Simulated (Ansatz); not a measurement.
# C2H5Au: energies up the ladder

An exercise on one series of results from a longer session: the logs are not shown, and one member is left open.

Computed with Ansatz 0.2.0 (the levels named in each step, unless a step's input says otherwise).

### The structure to begin with

Bond lengths: C1–C2 1.360 Å, C1–Au3 2.170 Å, C2–Au3 2.170 Å, C1–H4 1.078 Å, C1–H5 1.079 Å, C2–H6 1.078 Å, C2–H7 1.078 Å, Au3–H8 1.455 Å. Angles (14 of 15 angles, heavy atoms first): C1–C2–Au3 71.7°, C2–C1–Au3 71.7°, C1–Au3–C2 36.5°, C1–C2–H6 121.1°, C1–C2–H7 121.0°, Au3–C2–H6 106.9°, Au3–C2–H7 106.9°, C2–C1–H4 121.1°, C2–C1–H5 121.2°, Au3–C1–H4 106.9°, Au3–C1–H5 106.8°, C1–Au3–H8 161.8°, C2–Au3–H8 161.7°, H6–C2–H7 115.5°.

Structure file:

```xyz
8

C    -0.8293    0.6305   -1.6276
C     0.5161    0.5134   -1.7901
Au    0.0218   -0.0796    0.2379
H    -1.2847    1.5856   -1.4199
H    -1.5036   -0.1371   -1.9752
H     0.9463   -0.3499   -2.2722
H     1.1615    1.3731   -1.7165
H     0.1492   -0.5393    1.6124
```

The first run:

input.yaml reads:

```yaml
crystal:
  periodic: [false, false, false]
  atoms:
    - { symbol: C, position_ang: [-0.82933, 0.63046, -1.62757] }
    - { symbol: C, position_ang: [0.51607, 0.51339, -1.79007] }
    - { symbol: Au, position_ang: [0.02181, -0.07964, 0.23794] }
    - { symbol: H, position_ang: [-1.28473, 1.58563, -1.41988] }
    - { symbol: H, position_ang: [-1.50358, -0.13711, -1.97516] }
    - { symbol: H, position_ang: [0.94632, -0.34993, -2.27219] }
    - { symbol: H, position_ang: [1.16151, 1.37312, -1.71646] }
    - { symbol: H, position_ang: [0.14918, -0.53934, 1.61237] }
basis:
  gaussian: { orbitals: def2-SVP }
hamiltonian:
  xc: pbe
  dispersion: d4
relax:
  f_tol: 0.03
  max_steps: 200
```

On the command line:

```console
$ ansatz run input.yaml --threads 4 --pin off --max-ram 10240MiB --backend cpu --events-out ev --progress --plain --runs-dir out
```

Steps of the session up to this table: A rough first relaxation, PBE-D4/def2-SVP; Relaxation, PBE0-D4/def2-TZVPP; Frequencies, PBE0-D4/def2-TZVPP; Single point, PBE-D4/def2-TZVPP; Single point, r2SCAN-D4/def2-TZVPP; Single point, B3LYP-D4/def2-TZVPP; Single point, wB97M-V/def2-TZVPP; Single point, B2PLYP/def2-TZVPP; Single point, LDA/def2-TZVPP; Single point, PBE0-D4/def2-SVP; Single point, PBE-D4/def2-SVP; The cation of multiplicity 2 at the same geometry, PBE0-D4/def2-TZVPP; The cation of multiplicity 2 at the same geometry, PBE-D4/def2-TZVPP; The cation of multiplicity 2 at the same geometry, r2SCAN-D4/def2-TZVPP; The cation of multiplicity 2 at the same geometry, B3LYP-D4/def2-TZVPP; The cation of multiplicity 2 at the same geometry, wB97M-V/def2-TZVPP; The cation of multiplicity 2 at the same geometry, B2PLYP/def2-TZVPP.

One table of the session follows, with a row left open; its other results are not shown here.

It belongs to the step «Vertical ionisation energy». 

| level | vertical ionisation energy (eV) | from B2PLYP/def2-TZVPP (eV) |
| --- | --- | --- |
| PBE-D4/def2-TZVPP | 9.327 | +0.004 |
| r2SCAN-D4/def2-TZVPP | ? | ? |
| B3LYP-D4/def2-TZVPP | 9.374 | +0.052 |
| wB97M-V/def2-TZVPP | 9.163 | -0.159 |
| B2PLYP/def2-TZVPP | 9.322 | +0.000 |

**Question.** Estimate the row for r2SCAN-D4/def2-TZVPP.

**Answer.** vertical ionisation energy (eV): 9.323; from B2PLYP/def2-TZVPP (eV): +0.001. In the column «vertical ionisation energy (eV)» it lies between B2PLYP/def2-TZVPP (9.322) and PBE-D4/def2-TZVPP (9.327).
